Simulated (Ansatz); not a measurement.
# AlH7O4Si: the cost of one run

Computed with Ansatz 0.2.0, Gaussian basis. Level: PBE0-D4, def2-SVP first, then def2-TZVP.

152 further runs of the same task are left out: 152 set aside as unsound or not needed.

### Step 1. Where the work starts

The guess: 13 atoms, charge 0, spin multiplicity 1.

Atoms are counted from 1 here; the program's logs count them from 0.

Bond lengths: Al1–O2 1.799 Å, Al1–O3 1.650 Å, Al1–O4 1.657 Å, Al1–H5 1.708 Å, Al1–O6 1.844 Å, O2–H5 1.203 Å, O2–H8 0.954 Å, O3–H9 0.943 Å, O4–H10 0.943 Å, H5–O6 1.211 Å, O6–Si7 1.613 Å, Si7–H11 1.469 Å, Si7–H12 1.466 Å, Si7–H13 1.462 Å. Angles: O2–Al1–O3 115.4°, O2–Al1–O4 109.1°, O2–Al1–H5 40.0°, O2–Al1–O6 79.6°, O3–Al1–O4 123.1°, O3–Al1–H5 124.2°, O3–Al1–O6 112.9°, O4–Al1–H5 112.6°, O4–Al1–O6 108.3°, H5–Al1–O6 39.6°, Al1–O2–H5 65.9°, Al1–O2–H8 141.0°, H5–O2–H8 119.6°, Al1–O3–H9 150.6°, Al1–O4–H10 145.3°, Al1–H5–O2 74.1°, Al1–H5–O6 76.2°, O2–H5–O6 149.9° and more.

Coordinates:

```mol
AlH7O4Si
  3D, bonds by distance, orders not assigned

 13 14  0  0  0  0  0  0  0  0999 V2000
   -0.9281   -0.5788    0.5677 Al  0  0
    0.2443   -0.1904    1.8754 O   0  0
   -1.1083   -2.1840    0.2322 O   0  0
   -2.2030    0.4770    0.6500 O   0  0
    0.5794    0.1939    0.7858 H   0  0
    0.4167    0.2126   -0.4143 O   0  0
    1.4089    0.8852   -1.4932 Si  0  0
    0.3500    0.3827    2.6301 H   0  0
   -0.7402   -3.0416    0.0959 H   0  0
   -3.1000    0.6298    0.4017 H   0  0
    2.7742    0.6064   -1.0277 H   0  0
    1.1591    2.3302   -1.5070 H   0  0
    1.1469    0.2771   -2.7965 H   0  0
  1  2  8  0
  1  3  8  0
  1  4  8  0
  1  5  8  0
  1  6  8  0
  2  5  8  0
  2  8  8  0
  3  9  8  0
  4 10  8  0
  5  6  8  0
  6  7  8  0
  7 11  8  0
  7 12  8  0
  7 13  8  0
M  END
```

Distances that are to change: Al1–O6 1.84 Å, O2–H5 1.20 Å, Al1–O2 1.80 Å, H5–O6 1.21 Å.

### Step 2. Relaxing the guess with the reacting distances held

hold/in.yaml reads:

```yaml
crystal:
  periodic: [false, false, false]
  atoms:
    - {symbol: Al, position_ang: [-0.928100, -0.578800, 0.567700]}
    - {symbol: O, position_ang: [0.244300, -0.190400, 1.875400]}
    - {symbol: O, position_ang: [-1.108300, -2.184000, 0.232200]}
    - {symbol: O, position_ang: [-2.203000, 0.477000, 0.650000]}
    - {symbol: H, position_ang: [0.579400, 0.193900, 0.785800]}
    - {symbol: O, position_ang: [0.416700, 0.212600, -0.414300]}
    - {symbol: Si, position_ang: [1.408900, 0.885200, -1.493200]}
    - {symbol: H, position_ang: [0.350000, 0.382700, 2.630100]}
    - {symbol: H, position_ang: [-0.740200, -3.041600, 0.095900]}
    - {symbol: H, position_ang: [-3.100000, 0.629800, 0.401700]}
    - {symbol: H, position_ang: [2.774200, 0.606400, -1.027700]}
    - {symbol: H, position_ang: [1.159100, 2.330200, -1.507000]}
    - {symbol: H, position_ang: [1.146900, 0.277100, -2.796500]}
basis:
  gaussian: {orbitals: def2-SVP}
hamiltonian: {xc: pbe0, dispersion: d4}
relax: {f_tol: 0.04, max_steps: 150, escape_saddle: false, constraints: [{distance: [0, 5]}, {distance: [1, 4]}, {distance: [0, 1]}, {distance: [4, 5]}]}
```

Started as:

```bash
> ansatz run in.yaml --threads 8 --pin off --events-out ev --progress --plain --max-ram 19148MiB
```

**Question.** How long does this run take on 8 threads of Intel Xeon at 2.50GHz, shared host?

About 3.3 min.
